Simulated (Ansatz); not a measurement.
**FH7OSi3: one species, many methods**

One table from this session's results is given with a row withheld; the runs are named, their logs left out.

Program: Ansatz 0.2.0, Gaussian basis. Level of theory: functionals in def2-TZVPP, the program's frozen cores in correlated methods. These are calculated values, not measurements.

The runs, in order: PBE-D4, r2SCAN-D4, PBE0-D4, B3LYP-D4, ωB97X-V, ωB97M-V, B2PLYP; CCSD(T)/def2-TZVPP; MP2/def2-QZVPP; extrapolation to the limit.

## The geometry

An earlier PBE0-D4 in a triple-zeta def2 set relaxation fixed the geometry.

SMILES `F[SiH2]O[SiH2][SiH3]`, 12 atoms, charge 0, spin multiplicity 1.

Atoms are counted from 1 here; the program's logs count them from 0.

Bond lengths: F1–Si2 1.594 Å, Si2–O3 1.617 Å, Si2–H6 1.476 Å, Si2–H7 1.481 Å, O3–Si4 1.648 Å, Si4–Si5 2.346 Å, Si4–H8 1.487 Å, Si4–H9 1.486 Å, Si5–H10 1.488 Å, Si5–H11 1.488 Å, Si5–H12 1.488 Å. Angles: F1–Si2–O3 109.7°, F1–Si2–H6 107.8°, F1–Si2–H7 107.0°, O3–Si2–H6 108.8°, O3–Si2–H7 110.3°, H6–Si2–H7 113.3°, Si2–O3–Si4 146.3°, O3–Si4–Si5 111.3°, O3–Si4–H8 108.9°, O3–Si4–H9 107.5°, Si5–Si4–H8 110.2°, Si5–Si4–H9 110.5°, H8–Si4–H9 108.4°, Si4–Si5–H10 110.8°, Si4–Si5–H11 109.0°, Si4–Si5–H12 110.5°, H10–Si5–H11 108.9°, H10–Si5–H12 108.7° and more.

Set-up of the first run:

in.yaml reads:

```yaml
crystal:
  periodic: [false, false, false]
  atoms:
    - {symbol: F, position_ang: [-2.836123, 0.959844, 0.120880]}
    - {symbol: Si, position_ang: [-1.540159, 1.158089, 1.027216]}
    - {symbol: O, position_ang: [-0.718368, -0.231649, 1.112734]}
    - {symbol: Si, position_ang: [0.275597, -1.287855, 0.329475]}
    - {symbol: Si, position_ang: [1.537175, -0.202132, -1.323651]}
    - {symbol: H, position_ang: [-1.990775, 1.527675, 2.383076]}
    - {symbol: H, position_ang: [-0.715795, 2.204004, 0.379033]}
    - {symbol: H, position_ang: [-0.549715, -2.364270, -0.280037]}
    - {symbol: H, position_ang: [1.169564, -1.900114, 1.346548]}
    - {symbol: H, position_ang: [2.402659, 0.848213, -0.722337]}
    - {symbol: H, position_ang: [2.399694, -1.201939, -2.010557]}
    - {symbol: H, position_ang: [0.643245, 0.434833, -2.328379]}
basis:
  gaussian: {orbitals: def2-TZVPP}
hamiltonian: {xc: pbe, dispersion: d4}
output: {forces: true, orbitals: {seedname: orbitals}}
```

On the command line:

```bash
$ ansatz run in.yaml --threads 4 --pin off --events-out ev --progress --plain --max-ram 10444MiB
```

Steps of the session up to this table: PBE-D4 (GGA); r2SCAN-D4 (meta-GGA); PBE0-D4 (hybrid); B3LYP-D4 (hybrid); ωB97X-V (range-separated); ωB97M-V (range-separated); B2PLYP (double hybrid); CCSD(T) in def2-TZVPP; MP2 in def2-QZVPP.

One of the session's tables, all rows but one given; the rest of the session is left out.

```
            method  atomisation energy (kcal/mol)
            PBE-D4                          958.7
         r2SCAN-D4                          967.8
           PBE0-D4                          951.1
          B3LYP-D4                          965.8
           ωB97X-V                          976.3
           ωB97M-V                          969.4
            B2PLYP                          956.3
     HF/def2-TZVPP                          737.3
    MP2/def2-TZVPP                          954.1
   CCSD/def2-TZVPP                              ?
CCSD(T)/def2-TZVPP                          946.6
           MP2/CBS                          981.7
       CCSD(T)/CBS                          974.1
```

Estimate the missing values for CCSD/def2-TZVPP.

**Answer.** atomisation energy (kcal/mol): 937.1. In the column «atomisation energy (kcal/mol)» it lies between HF/def2-TZVPP (737.3) and CCSD(T)/def2-TZVPP (946.6).
